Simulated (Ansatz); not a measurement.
# CH5O3Sc: shape, modes and thermochemistry

What shape does CH5O3Sc take? The plan is to relax it, then compute its harmonic vibrations to see whether it is a minimum and to get the zero-point energy and entropy, and look at its orbitals and charge.

The runs use Ansatz 0.2.0, Gaussian basis; RKS PBE0-D4/def2-TZVP.

Levels to be run: relaxation at PBE0-D4/def2-TZVP; harmonic vibrations at the same level; a single point in def2-TZVPP for the fields.

## (1) The starting structure

SMILES `C[O][Sc]([OH])[OH]`, 10 atoms, charge 0, spin multiplicity 1.

Atoms are counted from 1 here; the program's logs count them from 0.

Bond lengths: C1–O2 1.399 Å, C1–H6 1.100 Å, C1–H7 1.100 Å, C1–H8 1.100 Å, O2–Sc3 1.802 Å, Sc3–O4 1.795 Å, Sc3–O5 1.803 Å, O4–H9 0.956 Å, O5–H10 0.957 Å. Angles: O2–C1–H6 110.2°, O2–C1–H7 110.5°, O2–C1–H8 110.2°, H6–C1–H7 108.6°, H6–C1–H8 108.5°, H7–C1–H8 108.7°, C1–O2–Sc3 173.1°, O2–Sc3–O4 121.3°, O2–Sc3–O5 120.4°, O4–Sc3–O5 118.2°, Sc3–O4–H9 177.7°, Sc3–O5–H10 158.7°.

The start is a GFN2-xTB geometry.

## (2) Geometry optimisation, PBE0-D4/def2-TZVP

Input file in.yaml:

```yaml
crystal:
  periodic: [false, false, false]
  atoms:
    - {symbol: C, position_ang: [-0.245590, -1.765270, -1.145710]}
    - {symbol: O, position_ang: [-0.167220, -0.623380, -0.341200]}
    - {symbol: Sc, position_ang: [0.116110, 0.895340, 0.587350]}
    - {symbol: O, position_ang: [-0.942230, 1.361240, 1.960860]}
    - {symbol: O, position_ang: [1.495890, 1.977960, 0.167800]}
    - {symbol: H, position_ang: [-0.087010, -2.669090, -0.539420]}
    - {symbol: H, position_ang: [0.518860, -1.733610, -1.936060]}
    - {symbol: H, position_ang: [-1.237090, -1.830670, -1.617200]}
    - {symbol: H, position_ang: [-1.516990, 1.640410, 2.671590]}
    - {symbol: H, position_ang: [2.065270, 2.747070, 0.192000]}
basis:
  gaussian: {orbitals: def2-TZVP}
hamiltonian: {xc: pbe0, dispersion: d4}
relax: {f_tol: 0.005, max_steps: 150}
```

Started as:

```
ansatz run in.yaml --threads 4 --pin off --events-out ev --progress --plain --max-ram 10444MiB
```

After this run come: Harmonic vibrations; Fields at the relaxed geometry.

Q: Predict the results of all the runs planned. Wanted: point group; shift from the start; total energy; dispersion term; dipole moment; lowest, highest wavenumber; zero-point energy; HOMO, LUMO.

**Answer**, as computed:

| quantity | value |
| --- | --- |
| point group | C1 |
| steps | 12 |
| shift from the start (rms) | 0.129 Å |
| total energy | -27954.6224 eV |
| dispersion term | -130 meV |
| dipole moment | 0.10 D |
| lowest, highest wavenumber | 16, 4015 cm⁻¹ |
| zero-point energy | 41.4 kcal/mol |
| entropy at 298.15 K | 411.5 J/(mol K) |
| HOMO, LUMO | -7.54, -1.35 eV |

In words: The relaxed geometry lies 0.13 Å (rms) from the start; the bond that changed most is Sc3–O4, from 1.795 to 1.873 Å. No mode is imaginary: a true minimum at this level. The stiffest mode, 4015 cm⁻¹, is an O–H stretch, and 6 modes under 200 cm⁻¹ make the vibrational entropy uncertain. Harmonic hybrid wavenumbers usually lie a few per cent above measured fundamentals. The largest Mulliken charge, +1.45 e, sits on Sc3. The HOMO lies mostly on O2 59 %; H7 13 % and the LUMO on Sc3 69 %; O2, O4, O5 about 8 % each.
